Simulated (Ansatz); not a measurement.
# Si8ClO15: the cost of one run

Method: DFT, PBE, plane-wave PAW, default files, scalar-relativistic, as far as a step names no other, in Ansatz 0.2.0.

### 1 The system as given

Symmetry: P1, No. 1, triclinic system. The conventional cell has a = 7.046 Å, b = 7.046 Å, c = 8.562 Å, α = 114.30°, β = 114.30°, γ = 90.00°. Si (site symmetry 1) is surrounded by 1 Cl at 1.60 Å and 3 O at 1.60 to 1.61 Å. Around Si (site symmetry 1) lie 4 O at 1.60 to 1.61 Å. Si (site symmetry 1) has 3 O at 1.60 to 1.61 Å and 1 Cl at 1.61 Å as nearest neighbours. Only part of the 24 independent sites is listed.

Structure file:

```cif
data_structure
_symmetry_space_group_name_H-M 'P1'
_symmetry_Int_Tables_number 1
_cell_length_a 7.0456
_cell_length_b 7.0456
_cell_length_c 8.5618
_cell_angle_alpha 114.296
_cell_angle_beta 114.296
_cell_angle_gamma 90.000
_cell_volume 345.65
loop_
_atom_site_label
_atom_site_type_symbol
_atom_site_symmetry_multiplicity
_atom_site_Wyckoff_symbol
_atom_site_fract_x
_atom_site_fract_y
_atom_site_fract_z
_atom_site_occupancy
Si1 Si 1 a 0.00000 0.70103 0.00000 1
Si2 Si 1 a 0.50000 0.20103 0.00000 1
Si3 Si 1 a 0.42397 0.62500 0.25000 1
Si4 Si 1 a 0.92397 0.12500 0.25000 1
Si5 Si 1 a 0.25000 0.54897 0.50000 1
Si6 Si 1 a 0.75000 0.04897 0.50000 1
Si7 Si 1 a 0.07603 0.87500 0.75000 1
Si8 Si 1 a 0.57603 0.37500 0.75000 1
Cl1 Cl 1 a 0.02086 0.91739 0.17813 1
O1 O 1 a 0.52085 0.41738 0.17813 1
O2 O 1 a 0.38575 0.64586 0.42813 1
O3 O 1 a 0.88575 0.14585 0.42813 1
O4 O 1 a 0.40728 0.51075 0.67813 1
O5 O 1 a 0.90728 0.01075 0.67813 1
O6 O 1 a 0.29239 0.03228 0.92813 1
O7 O 1 a 0.79239 0.53228 0.92813 1
O8 O 1 a 0.11426 0.71773 0.57187 1
O9 O 1 a 0.61426 0.21772 0.57187 1
O10 O 1 a 0.09273 0.33262 0.32187 1
O11 O 1 a 0.59272 0.83261 0.32187 1
O12 O 1 a 0.20761 0.60414 0.07187 1
O13 O 1 a 0.70762 0.10415 0.07187 1
O14 O 1 a 0.47915 0.23926 0.82187 1
O15 O 1 a 0.97915 0.73926 0.82187 1
```

Atom 9 of the input is the impurity.

### 2 First run, atoms as given

input.yaml

```yaml
crystal:
  lattice:
    - [0.0, 4.982, 6.963]
    - [4.982, 0.0, 6.963]
    - [4.982, 4.982, 0.0]
  atoms:
    - { symbol: Si, position: [0.0, 0.0, 0.29897] }
    - { symbol: Si, position: [0.5, 0.5, 0.79897] }
    - { symbol: Si, position: [0.42397, 0.82603, 0.375] }
    - { symbol: Si, position: [0.92397, 0.32603, 0.875] }
    - { symbol: Si, position: [0.25, 0.25, 0.45103] }
    - { symbol: Si, position: [0.75, 0.75, 0.95103] }
    - { symbol: Si, position: [0.07603, 0.67397, 0.125] }
    - { symbol: Si, position: [0.57603, 0.17397, 0.625] }
    - { symbol: Cl, position: [0.020855, 0.157275, 0.082615] }
    - { symbol: O, position: [0.520855, 0.657275, 0.582615] }
    - { symbol: O, position: [0.385745, 0.042385, 0.354145] }
    - { symbol: O, position: [0.885745, 0.542385, 0.854145] }
    - { symbol: O, position: [0.407275, 0.270855, 0.489255] }
    - { symbol: O, position: [0.907275, 0.770855, 0.989255] }
    - { symbol: O, position: [0.292385, 0.635745, 0.967725] }
    - { symbol: O, position: [0.792385, 0.135745, 0.467725] }
    - { symbol: O, position: [0.114255, 0.457615, 0.282275] }
    - { symbol: O, position: [0.614255, 0.957615, 0.782275] }
    - { symbol: O, position: [0.092725, 0.229145, 0.667385] }
    - { symbol: O, position: [0.592725, 0.729145, 0.167385] }
    - { symbol: O, position: [0.207615, 0.864255, 0.395855] }
    - { symbol: O, position: [0.707615, 0.364255, 0.895855] }
    - { symbol: O, position: [0.479145, 0.342725, 0.760745] }
    - { symbol: O, position: [0.979145, 0.842725, 0.260745] }
total_charge: 1
kpoints:
  mp_grid: { grid: [3, 3, 3] }
scf:
  occupations: { method: fermi_dirac, width: 0.01 }
hamiltonian:
  xc: pbe
  pseudopotentials: { kind: paw }
output:
  forces: true
  stress: true
  populations: true
  efg:
    quadrupole_moments_barn: { Cl: -0.08112, O: -0.02558 }
    contact_densities: true
```

Started as:

```
ansatz run input.yaml --threads 1 --pin off --max-ram 3072MiB --backend cpu --events-out ev --progress --plain --runs-dir out
```

**Question.** How long does this run take on 1 thread of Arm Neoverse V1, shared host, and how much memory does it need?

About 93 s, with a peak of 0.7 GiB.
